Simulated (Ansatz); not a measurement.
# Cl3F2HSi: the cost of one run

Method: RKS PBE-D4/def2-SVP, in Ansatz 0.2.0.

### 1 The system as given

Bond lengths: Si1–Cl2 2.480 Å, Si1–F3 1.590 Å, Si1–Cl4 2.128 Å, Si1–Cl5 2.128 Å, Si1–F6 1.890 Å, Cl2–H7 1.559 Å. Angles: Si1–Cl2–H7 60.2°, Cl2–Si1–F3 109.5°, Cl2–Si1–Cl4 109.5°, Cl2–Si1–Cl5 109.5°, Cl2–Si1–F6 71.6°, F3–Si1–Cl4 109.5°, F3–Si1–Cl5 109.5°, F3–Si1–F6 178.9°, Cl4–Si1–Cl5 109.5°, Cl4–Si1–F6 70.0°, Cl5–Si1–F6 70.0°.

Structure file:

```xyz
7

Si    0.0000    0.0000    0.0000
Cl    0.0000    0.0000    2.4800
F     1.4994    0.0000   -0.5295
Cl   -1.0032    1.7381   -0.7093
Cl   -1.0032   -1.7381   -0.7093
F    -1.7936    0.0000    0.5960
H    -1.3527    0.0000    1.7054
```

### 2 Pulling towards end A

Springs on the bonds that form and break draw the guess towards this end; the thresholds are loose.

Contents of input.yaml:

```yaml
crystal:
  periodic: [false, false, false]
  atoms:
    - { symbol: Si, position_ang: [0.0, 0.0, 0.0] }
    - { symbol: Cl, position_ang: [0.0, 0.0, 2.48] }
    - { symbol: F, position_ang: [1.4994, 0.0, -0.5295] }
    - { symbol: Cl, position_ang: [-1.0032, 1.7381, -0.7093] }
    - { symbol: Cl, position_ang: [-1.0032, -1.7381, -0.7093] }
    - { symbol: F, position_ang: [-1.7936, 0.0, 0.596] }
    - { symbol: H, position_ang: [-1.3527, 0.0, 1.7054] }
basis:
  gaussian: { orbitals: def2-SVP }
hamiltonian:
  xc: pbe
  dispersion: d4
relax:
  f_tol: 0.15
  max_steps: 25
  restrain:
    - { distance: [0, 5], at: 2.79, k: 30.0 }
    - { distance: [6, 1], at: 2.57, k: 30.0 }
    - { distance: [0, 1], at: 2.13, k: 30.0 }
    - { distance: [6, 5], at: 0.92, k: 30.0 }
```

Command:

```console
$ ansatz run input.yaml --threads 2 --pin off --max-ram 3072MiB --backend cpu --events-out ev --progress --plain --runs-dir out
```

**Question.** How long does this run take on 2 threads of Arm Neoverse V1, shared host, and how much memory does it need?

About 17 s, with a peak of 0.15 GiB.
